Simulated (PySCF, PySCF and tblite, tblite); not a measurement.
# C7H8: a path driven as a shift of bonds, and NMR exchange, part 1 of 2

How fast is a shift of bonds in C7H8 (`C1=CC=CCC=C1`), and when do the exchanging lines merge?

Computed with tblite 0.8.0 (tight binding) and PySCF 2.14.0 (DFT, with response routines of our own); each step states its level. Atoms count from 0 throughout.

## Step 1: The starting structure

15 atoms, charge 0, multiplicity 1; geometry from: force field or distance geometry start.

Bonds of the start (Å): C0–C1 1.34, C0–C6 1.44, C0–H7 1.08, C1–C2 1.43, C1–H8 1.09, C2–C3 1.35, C2–H9 1.09, C3–C4 1.50, C3–H10 1.09, C4–C5 1.50, C4–H11 1.10, C4–H12 1.10, C5–C6 1.34, C5–H13 1.08, C6–H14 1.08.

## Step 2: GFN2-xTB relaxation, start minimum

Job settings and geometry (Å):

```
{"job": {"xc": "GFN2-xTB", "basis": "xTB", "kind": "relax"}, "charge": 0, "multiplicity": 1}
C      1.466000    -0.801000    -0.348900
C      1.601200     0.525300    -0.183300
C      0.656500     1.449800     0.363900
C     -0.687600     1.338500     0.347300
C     -1.535600     0.186300    -0.109600
C     -0.976700    -1.195600     0.019100
C      0.303400    -1.600300    -0.047500
H      2.310000    -1.350900    -0.742600
H      2.570200     0.959500    -0.439000
H      1.072800     2.375300     0.752000
H     -1.259800     2.173000     0.741100
H     -1.855900     0.357500    -1.149700
H     -2.455000     0.212300     0.499900
H     -1.719200    -1.964600     0.192700
H      0.505200    -2.657000     0.082700
```

Run with:

```
OMP_NUM_THREADS=1 python ens_run.py task.json out
```

One launch serves the whole session.

The program printed:

```text
step      E/eV     max force
  0    -516.67721    1.318
  1    -516.69272    1.033
  2    -516.70604    0.229
  3    -516.70964    0.173
  4    -516.71835    0.237
  5    -516.72194    0.252
  6    -516.72867    0.244
  7    -516.73892    0.366
  8    -516.74919    0.369
  9    -516.75506    0.192
 10    -516.75849    0.119
 11    -516.76158    0.212
 12    -516.76629    0.269
 13    -516.77100    0.303
 14    -516.77408    0.152
 15    -516.77611    0.109
 16    -516.77833    0.205
 17    -516.78240    0.280
 18    -516.78974    0.385
 19    -516.80133    0.384
 20    -516.81854    0.397
 21    -516.83931    0.490
 22    -516.86321    0.496
 23    -516.87635    0.696
 24    -516.87738    0.637
 25    -516.90837    0.266
 26    -516.91679    0.217
 27    -516.93264    0.316
 28    -516.93869    0.266
 29    -516.94465    0.125
 30    -516.94598    0.086
 31    -516.94713    0.097
 32    -516.94788    0.084
 33    -516.94848    0.053
 34    -516.94888    0.050
 35    -516.94925    0.059
 36    -516.94962    0.056
 37    -516.94995    0.040
 38    -516.95016    0.035
 39    -516.95029    0.029
 40    -516.95040    0.027
 41    -516.95050    0.028
 42    -516.95058    0.022
 43    -516.95065    0.021
 44    -516.95070    0.016
 45    -516.95074    0.013
 46    -516.95077    0.011
 47    -516.95079    0.009
 48    -516.95080    0.007
 49    -516.95080    0.005
 50    -516.95081    0.004
 51    -516.95081    0.003
```

It took 0.2 s on 1 thread of INTEL XEON PLATINUM 8581C at 2.30GHz, shared host.

Relaxing gained 0.274 eV and moved the atoms by 0.42 Å on average (rms).

## Step 3: Relaxed scan, to the middle

Job settings and geometry (Å):

```
{"job": {"xc": "GFN2-xTB", "basis": "xTB", "coordinate": [["d", [11, 4], 1], ["d", [11, 0], -1]], "kind": "drive"}, "charge": 0, "multiplicity": 1}
C      1.327584    -0.764422    -0.531029
C      1.477486     0.566610    -0.354451
C      0.597174     1.390613     0.425310
C     -0.724289     1.207204     0.529446
C     -1.436204     0.204711    -0.322233
C     -0.985604    -1.113742     0.221597
C      0.266235    -1.548422     0.035401
H      2.125444    -1.314307    -1.014939
H      2.390176     1.034213    -0.702974
H      1.066587     2.196526     0.975489
H     -1.308195     1.787336     1.229965
H     -1.113751     0.306662    -1.362724
H     -2.516759     0.318292    -0.262405
H     -1.702600    -1.712250     0.765594
H      0.532301    -2.551034     0.346042
```

The program printed:

```text
point  coordinate     E/eV
  0     -1.551     -516.94072
  1     -1.404     -516.91007
  2     -1.260     -516.85521
  3     -1.116     -516.77186
  4     -0.973     -516.65660
  5     -0.830     -516.50827
  6     -0.685     -516.32679
  7     -0.535     -516.11511
  8     -0.373     -515.89105
  9     -0.196     -515.69826
 10      0.000     -515.61205
```

Run time: 0.87 s. Hardware: 1 thread of INTEL XEON PLATINUM 8581C at 2.30GHz, shared host.

The highest point is number 10, 30.6 kcal/mol above the first.

## Step 4: Relaxed scan, from the middle, back

Job settings and geometry (Å):

```
{"job": {"xc": "GFN2-xTB", "basis": "xTB", "coordinate": [["d", [11, 4], 1], ["d", [11, 0], -1]], "kind": "drive"}, "charge": 0, "multiplicity": 1}
C      0.901263    -0.588576    -0.846492
C      1.432601     0.529566    -0.163016
C      0.611342     1.333456     0.609360
C     -0.765188     1.233581     0.495701
C     -1.353261     0.135304    -0.175477
C     -0.991693    -1.198597     0.385236
C      0.221568    -1.584090     0.030958
H      1.510672    -1.002791    -1.646488
H      2.434409     0.875109    -0.382509
H      1.039987     2.180475     1.125857
H     -1.366321     2.093132     0.763013
H     -0.359528    -0.051076    -1.149086
H     -2.389361     0.257059    -0.484745
H     -1.666929    -1.715528     1.046159
H      0.740487    -2.472376     0.351340
```

The program printed:

```text
point  coordinate     E/eV
  0     -0.197     -515.69979
  1     -0.378     -515.89652
  2     -0.541     -516.12341
  3     -0.692     -516.33559
  4     -0.838     -516.51822
  5     -0.982     -516.66546
  6     -1.127     -516.77933
  7     -1.273     -516.86097
```

Wall time 0.67 s (1 thread of INTEL XEON PLATINUM 8581C at 2.30GHz, shared host).

## Step 5: Relaxed scan, from the middle, on

job is that of step 4.

The program printed:

```text
point  coordinate     E/eV
  0      0.198     -515.69990
  1      0.378     -515.89730
  2      0.541     -516.12333
  3      0.692     -516.33576
  4      0.838     -516.51739
  5      0.983     -516.66638
  6      1.127     -516.77876
  7      1.273     -516.86099
```

Run time: 0.59 s. Hardware: 1 thread of INTEL XEON PLATINUM 8581C at 2.30GHz, shared host.

## Step 6: Nudged elastic band, leg 1

Job settings and geometry (Å):

```
{"job": {"xc": "GFN2-xTB", "basis": "xTB", "kind": "neb"}, "charge": 0, "multiplicity": 1}
C      1.325540    -0.766293    -0.536241
C      1.479001     0.564012    -0.357304
C      0.601144     1.388736     0.424528
C     -0.720883     1.209296     0.527844
C     -1.435374     0.211382    -0.327034
C     -0.989447    -1.109988     0.213566
C      0.261259    -1.548134     0.027631
H      2.121974    -1.317971    -1.020489
H      2.392521     1.030232    -0.705468
H      1.073310     2.191309     0.977201
H     -1.303247     1.789310     1.229714
H     -1.111106     0.315150    -1.366809
H     -2.515624     0.328521    -0.267784
H     -1.708798    -1.707956     0.755055
H      0.523295    -2.552667     0.335472
```

The program printed:

```text
image   E - E0 / eV
  0       0.0000
  1       0.0844
  2       0.4496
  3       1.3386
  4       0.4672
  5       0.0919
  6      -0.0000
```

It took 1.7 s on 1 thread of INTEL XEON PLATINUM 8581C at 2.30GHz, shared host.

The highest point is number 3, 30.9 kcal/mol above the first.

## Step 7: Saddle search, leg 1

Job settings and geometry (Å):

```
{"job": {"xc": "GFN2-xTB", "basis": "xTB", "kind": "saddle"}, "charge": 0, "multiplicity": 1}
C      0.905411    -0.594823    -0.837728
C      1.433851     0.522711    -0.152132
C      0.612711     1.330895     0.617269
C     -0.762693     1.234300     0.499148
C     -1.347028     0.137619    -0.178845
C     -0.996734    -1.197143     0.387631
C      0.212195    -1.591418     0.028502
H      1.513489    -1.003055    -1.641399
H      2.436328     0.867511    -0.368392
H      1.041134     2.180081     1.130910
H     -1.362801     2.095104     0.762915
H     -0.353476    -0.048405    -1.143861
H     -2.378752     0.259511    -0.500275
H     -1.672849    -1.702932     1.057734
H      0.719214    -2.489955     0.338523
```

The program printed:

```text
step      E/eV     max force
  0    -515.61221   0.0951
  1    -515.61248   0.0014
lowest wavenumbers (cm-1): -1408.9 299.0 300.1 479.0 515.2 574.3
```

Run time: 1 s. Hardware: 1 thread of INTEL XEON PLATINUM 8581C at 2.30GHz, shared host; peak memory 0.2 GiB.

Point group Cs; 1 imaginary mode, 1409i cm⁻¹, carried by H11. Steps downhill from it reached both ends.

## Step 8: DFT refinement, start: B3LYP-D3(BJ)/def2-SVP

Job settings and geometry (Å):

```
{"job": {"xc": "B3LYP", "basis": "def2-SVP", "kind": "refine"}, "charge": 0, "multiplicity": 1}
C      1.327584    -0.764422    -0.531029
C      1.477486     0.566610    -0.354451
C      0.597174     1.390613     0.425310
C     -0.724289     1.207204     0.529446
C     -1.436204     0.204711    -0.322233
C     -0.985604    -1.113742     0.221597
C      0.266235    -1.548422     0.035401
H      2.125444    -1.314307    -1.014939
H      2.390176     1.034213    -0.702974
H      1.066587     2.196526     0.975489
H     -1.308195     1.787336     1.229965
H     -1.113751     0.306662    -1.362724
H     -2.516759     0.318292    -0.262405
H     -1.702600    -1.712250     0.765594
H      0.532301    -2.551034     0.346042
```

The program printed:

```text
step      E/eV     max force
  0     -7383.52587   0.6561
  1     -7383.60878   0.1781
  2     -7383.61166   0.0444
  3     -7383.61183   0.0100
```

It took 34 s on 1 thread of INTEL XEON PLATINUM 8581C at 2.30GHz, shared host; peak memory 0.59 GiB.

The energy fell by 0.086 eV, and the atoms moved 0.08 Å (root mean square).

DFT refinement, saddle of leg 1: B3LYP-D3(BJ)/def2-SVP:

Job settings and geometry (Å):

```
{"job": {"xc": "B3LYP", "basis": "def2-SVP", "kind": "refine"}, "charge": 0, "multiplicity": 1}
C      0.902994    -0.593380    -0.841421
C      1.434125     0.521967    -0.152558
C      0.613394     1.329747     0.615974
C     -0.762602     1.234893     0.495912
C     -1.351107     0.138183    -0.176031
C     -0.996175    -1.196895     0.385187
C      0.213799    -1.589598     0.028006
H      1.515453    -1.004790    -1.640552
H      2.438738     0.863462    -0.364339
H      1.041097     2.176142     1.134281
H     -1.361872     2.096924     0.757577
H     -0.354862    -0.048602    -1.148867
H     -2.385440     0.261235    -0.489103
H     -1.672309    -1.705629     1.051790
H      0.724766    -2.483660     0.344144
```

The program printed:

```text
step      E/eV     max force
  0     -7381.82444   0.5871
  1     -7381.92342   0.1266
  2     -7381.92501   0.0214
  3     -7381.92502   0.0127
```

Run time: 34 s. Hardware: 1 thread of INTEL XEON PLATINUM 8581C at 2.30GHz, shared host; peak memory 0.6 GiB.

Relaxing gained 0.101 eV and moved the atoms by 0.05 Å on average (rms).

(Continued in part 2 of 2.)
